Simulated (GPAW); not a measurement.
# CaB2 (P6/mmm) in GPAW: relaxation of cell and atoms with LDA

Aim: the relaxation of cell and atoms of CaB2 with LDA.

All numbers are computed with GPAW 26.7.0; they aren't measurements. Logs are shortened: lines on timing, memory, paths and dates and some standing lists are left out, and cuts for length are marked. The log counts tension as positive stress, the text compression.

## Step 1: Starting point

It takes space group P6/mmm (No. 191, hexagonal). The conventional cell has a = 3.226 Å, b = 3.226 Å, c = 4.067 Å, α = 90.00°, β = 90.00°, γ = 120.00°. Around Ca (site symmetry 6/mmm) lie 12 B at 2.76 Å. Around B (site symmetry -6m2) lie 3 B at 1.86 Å.

The cell comes from a database or a generator and needn't be the stable form of this composition.

## Step 2: Relaxation of cell and atoms, LDA

File run.py:

```python
from ase.filters import FrechetCellFilter
from ase.io import read, write
from ase.optimize import BFGS
from gpaw import GPAW, PW

atoms = read('POSCAR')

calc = GPAW(mode=PW(800),
            xc='LDA',
            kpts={'size': (9, 9, 7), 'gamma': True},
            occupations={'name': 'fermi-dirac', 'width': 0.05},
            nbands=17,
            convergence={'density': 1e-05, 'forces': 0.0001},
            maxiter=150,
            txt='gpaw.txt')
atoms.calc = calc
opt = BFGS(FrechetCellFilter(atoms), trajectory='relax.traj', logfile='-')
done = opt.run(fmax=0.02, steps=60)
calc.write('gs.gpw')
write('result.traj', atoms)
print('Converged:', done)
print('Cell:', atoms.cell.cellpar().round(4))
print('Volume:', round(atoms.get_volume(), 4))
print(atoms.get_scaled_positions().round(5))
```

File POSCAR:

```
CaB2
1.0
    3.2264302843      0.0000000000      0.0000000000
   -1.6132151421      2.7941705897      0.0000000000
    0.0000000000      0.0000000000      4.0673920000
Ca B
1 2
Direct
    0.0000000000      0.0000000000      0.0000000000
    0.6666666667      0.3333333333      0.5000000000
    0.3333333333      0.6666666667      0.5000000000
```

Potentials or basis: the program's PAW data sets (release 1.2.1) made for this functional, pw.

Started as:

```console
$ OMP_NUM_THREADS=1 python run.py
```

gpaw.txt:

```text
__  _  _
 | _ |_)|_||  |
 |__||  | ||/\| - 26.7.0

Input parameters:
  mode=PW(ecut=800.0),
  convergence={'density': 1e-05, 'forces': 0.0001},
  kpts=MonkhorstPack(size=(9, 9, 7), gamma=True),
  maxiter=150,
  nbands=17,
  occupations=Occupations(name='fermi-dirac', width=0.05),
  xc=XC(name='LDA')

Diagonalizing LCAO Hamiltonian
Converting LCAO to pw mode

         B  B

       Ca

Atoms  # Å, Bohr magnetons
|   | symbol |         x |        y |        z |    initial magnetic moments |
|---|--------|-----------|----------|----------|-----------------------------|
| 0 |     Ca |  0.000000 | 0.000000 | 0.000000 | ( 0.0000,  0.0000,  0.0000) |
| 1 |      B |  1.613215 | 0.931390 | 2.033696 | ( 0.0000,  0.0000,  0.0000) |
| 2 |      B | -0.000000 | 1.862780 | 2.033696 | ( 0.0000,  0.0000,  0.0000) |

Unit cell  # Å
| periodic |         x |        y |        z |  lengths |     angles |
|----------|-----------|----------|----------|----------|------------|
|      yes |  3.226430 | 0.000000 | 0.000000 | 3.226430 |  90.000000 |
|      yes | -1.613215 | 2.794171 | 0.000000 | 3.226430 |  90.000000 |
|      yes |  0.000000 | 0.000000 | 4.067392 | 4.067392 | 120.000000 |
[... 162 lines left out ...]
SCF iterations
|iter     | |      energy | eigst |  dens |force |
|---------|-|-------------|-------|-------|------|
|iter:   1| |  -18.804950 | +0.27 |       |      |
|iter:   2| |  -18.577542 | -1.81 | -0.99 |      |
|iter:   3| |  -17.831782 | -1.43 | -1.04 |      |
|iter:   4| |  -17.829326 | -3.42 | -1.73 |      |
|iter:   5| |  -17.829916c| -3.90 | -2.02 |      |
|iter:   6| |  -17.829899c| -5.18 | -2.91 |      |
|iter:   7| |  -17.829893c| -6.58 | -3.59 |      |
|iter:   8| |  -17.829893c| -8.09c| -4.36 |      |
|iter:   9| |  -17.829893c| -8.56c| -4.91 |      |
|iter:  10| |  -17.829893c| -9.55c| -6.05c|      |
|iter:  11| |  -17.829893c|-10.27c| -6.72c|-16.38c|

Converged in 11 steps
Energy contributions relative to reference atoms: (reference = -19791.641422)

Energy contributions:
  Kinetic:          11.503611
  Coulomb:          -6.162814
  Zero:             -0.711279
  External:          0.000000
  Xc:              -22.455279
  Entropy:          -0.008265
  Spinorbit:         0.000000
  ----------------------------
  Free energy:     -17.834026
  Extrapolated:    -17.829893
[... 27 lines left out ...]
Stress tensor  # eV/Ang^3
|         x |         y |        z |
|-----------|-----------|----------|
|  0.042815 | -0.000000 | 0.000000 |
| -0.000000 |  0.042815 | 0.000000 |
|  0.000000 |  0.000000 | 0.037444 |

Forces  # eV/Ang
|       x |        y |       z |
|---------|----------|---------|
| 0.00000 |  0.00000 | 0.00000 |  # Ca   0
| 0.00000 | -0.00000 | 0.00000 |  # B    1
| 0.00000 |  0.00000 | 0.00000 |  # B    2

Interpolating wave functions to new cell

         B  B

       Ca

Atoms  # Å, Bohr magnetons
|   | symbol |         x |        y |        z |    initial magnetic moments |
|---|--------|-----------|----------|----------|-----------------------------|
| 0 |     Ca |  0.000000 | 0.000000 | 0.000000 | ( 0.0000,  0.0000,  0.0000) |
| 1 |      B |  1.609200 | 0.929072 | 2.029269 | ( 0.0000,  0.0000,  0.0000) |
| 2 |      B | -0.000000 | 1.858144 | 2.029269 | ( 0.0000,  0.0000,  0.0000) |

Unit cell  # Å
| periodic |         x |        y |        z |  lengths |     angles |
|----------|-----------|----------|----------|----------|------------|
|      yes |  3.218400 | 0.000000 | 0.000000 | 3.218400 |  90.000000 |
|      yes | -1.609200 | 2.787216 | 0.000000 | 3.218400 |  90.000000 |
|      yes |  0.000000 | 0.000000 | 4.058537 | 4.058537 | 120.000000 |
[... 215 lines left out ...]
Stress tensor  # eV/Ang^3
|         x |         y |        z |
|-----------|-----------|----------|
|  0.037540 | -0.000000 | 0.000000 |
| -0.000000 |  0.037540 | 0.000000 |
|  0.000000 |  0.000000 | 0.032956 |

Forces  # eV/Ang
|        x |        y |       z |
|----------|----------|---------|
|  0.00000 |  0.00000 | 0.00000 |  # Ca   0
| -0.00000 |  0.00000 | 0.00000 |  # B    1
| -0.00000 | -0.00000 | 0.00000 |  # B    2

Interpolating wave functions to new cell

         B  B

       Ca

Atoms  # Å, Bohr magnetons
|   | symbol |         x |         y |         z |    initial magnetic moments |
|---|--------|-----------|-----------|-----------|-----------------------------|
| 0 |     Ca | -0.000000 | -0.000000 | -0.000000 | ( 0.0000,  0.0000,  0.0000) |
| 1 |      B |  1.582270 |  0.913524 |  1.999424 | ( 0.0000,  0.0000,  0.0000) |
| 2 |      B | -0.000000 |  1.827048 |  1.999424 | ( 0.0000,  0.0000,  0.0000) |

Unit cell  # Å
| periodic |         x |        y |        z |  lengths |     angles |
|----------|-----------|----------|----------|----------|------------|
|      yes |  3.164540 | 0.000000 | 0.000000 | 3.164540 |  90.000000 |
|      yes | -1.582270 | 2.740572 | 0.000000 | 3.164540 |  90.000000 |
|      yes |  0.000000 | 0.000000 | 3.998849 | 3.998849 | 120.000000 |
[... 214 lines left out ...]
No gap
No difference between direct/indirect transitions

Stress tensor  # eV/Ang^3
|         x |         y |         z |
|-----------|-----------|-----------|
| -0.001929 |  0.000000 |  0.000000 |
|  0.000000 | -0.001929 |  0.000000 |
|  0.000000 |  0.000000 | -0.001603 |

Forces  # eV/Ang
|        x |        y |       z |
|----------|----------|---------|
|  0.00000 |  0.00000 | 0.00000 |  # Ca   0
| -0.00000 | -0.00000 | 0.00000 |  # B    1
|  0.00000 |  0.00000 | 0.00000 |  # B    2

Interpolating wave functions to new cell

         B  B

       Ca

Atoms  # Å, Bohr magnetons
|   | symbol |         x |         y |         z |    initial magnetic moments |
|---|--------|-----------|-----------|-----------|-----------------------------|
| 0 |     Ca | -0.000000 | -0.000000 | -0.000000 | ( 0.0000,  0.0000,  0.0000) |
| 1 |      B |  1.583501 |  0.914235 |  2.000780 | ( 0.0000,  0.0000,  0.0000) |
| 2 |      B | -0.000000 |  1.828470 |  2.000780 | ( 0.0000,  0.0000,  0.0000) |

Unit cell  # Å
| periodic |         x |        y |         z |  lengths |     angles |
|----------|-----------|----------|-----------|----------|------------|
|      yes |  3.167002 | 0.000000 |  0.000000 | 3.167002 |  90.000000 |
|      yes | -1.583501 | 2.742704 | -0.000000 | 3.167002 |  90.000000 |
|      yes |  0.000000 | 0.000000 |  4.001561 | 4.001561 | 120.000000 |

Number of symmetries: 24
Symmetry operations  # r_c * U_cc + t_c -> r_c
|    | kind |            matrix            |
|----|------|------------------------------|
|  0 |  σ   |  1, 1, 0,  0,-1, 0,  0, 0, 1 |
|  1 |  C2  |  1, 1, 0,  0,-1, 0,  0, 0,-1 |
|  2 |  C6  |  1, 1, 0, -1, 0, 0,  0, 0, 1 |
|  3 |  S6  |  1, 1, 0, -1, 0, 0,  0, 0,-1 |
|  4 |  E   |  1, 0, 0,  0, 1, 0,  0, 0, 1 |
|  5 |  σ   |  1, 0, 0,  0, 1, 0,  0, 0,-1 |
|  6 |  σ   |  1, 0, 0, -1,-1, 0,  0, 0, 1 |
|  7 |  C2  |  1, 0, 0, -1,-1, 0,  0, 0,-1 |
|  8 |  σ   |  0, 1, 0,  1, 0, 0,  0, 0, 1 |
[... 200 lines left out ...]
Stress tensor  # eV/Ang^3
|         x |         y |        z |
|-----------|-----------|----------|
|  0.000035 | -0.000000 | 0.000000 |
| -0.000000 |  0.000035 | 0.000000 |
|  0.000000 |  0.000000 | 0.000142 |

Forces  # eV/Ang
|       x |        y |       z |
|---------|----------|---------|
| 0.00000 | -0.00000 | 0.00000 |  # Ca   0
| 0.00000 |  0.00000 | 0.00000 |  # B    1
| 0.00000 | -0.00000 | 0.00000 |  # B    2

# Writing to gs.gpw (mode='')
```

stdout:

```text
Step          Energy          fmax
BFGS:    0      -17.834026        0.523315
BFGS:    1      -17.843880        0.455563
BFGS:    2      -17.872823        0.022294
BFGS:    3      -17.872980        0.001645
Converged: True
Cell: [  3.167    3.167    4.0016  90.      90.     120.    ]
Volume: 34.7582
[[0.      0.      0.     ]
 [0.66667 0.33333 0.5    ]
 [0.33333 0.66667 0.5    ]]
```

Run time: 73 s. Hardware: 1 thread of Arm Neoverse V2, shared host; peak memory 0.24 GiB.

Results:

| Item | Value |
| --- | --- |
| Free energy | -17.8730 eV |
| Relaxed volume | 11.59 Å³/atom |
| Relaxed cell | a = 3.167 Å, b = 3.167 Å, c = 4.002 Å, α = 90.00°, β = 90.00°, γ = 120.00° |
| Space group after relaxing (to 0.05 Å) | P6/mmm (No. 191) |
| Energy gained by relaxing | 12.9 meV/atom |
| Ionic steps | 4 |
| Pressure after relaxing | 0.0 GPa |
| Band gap on the k mesh | none (metal or under the smearing width) |

Step by step:
| step | energy change (eV) | largest force (eV/Å) | pressure (GPa) | volume (Å³) |
| --- | --- | --- | --- | --- |
| 1 | 0.0000 | 0.0000 | -6.57 | 36.67 |
| 2 | -0.0098 | 0.0000 | -5.77 | 36.41 |
| 3 | -0.0385 | 0.0000 | 0.29 | 34.68 |
| 4 | -0.0386 | 0.0000 | -0.01 | 34.76 |

Final structure:
```
Ca B
1.0
     3.16700    0.00000    0.00000
    -1.58350    2.74270    0.00000
     0.00000    0.00000    4.00156
Ca B
1 2
Direct
  0.00000 0.00000 0.00000
  0.66667 0.33333 0.50000
  0.33333 0.66667 0.50000
```

Caveat: later steps reuse the first step's grids.
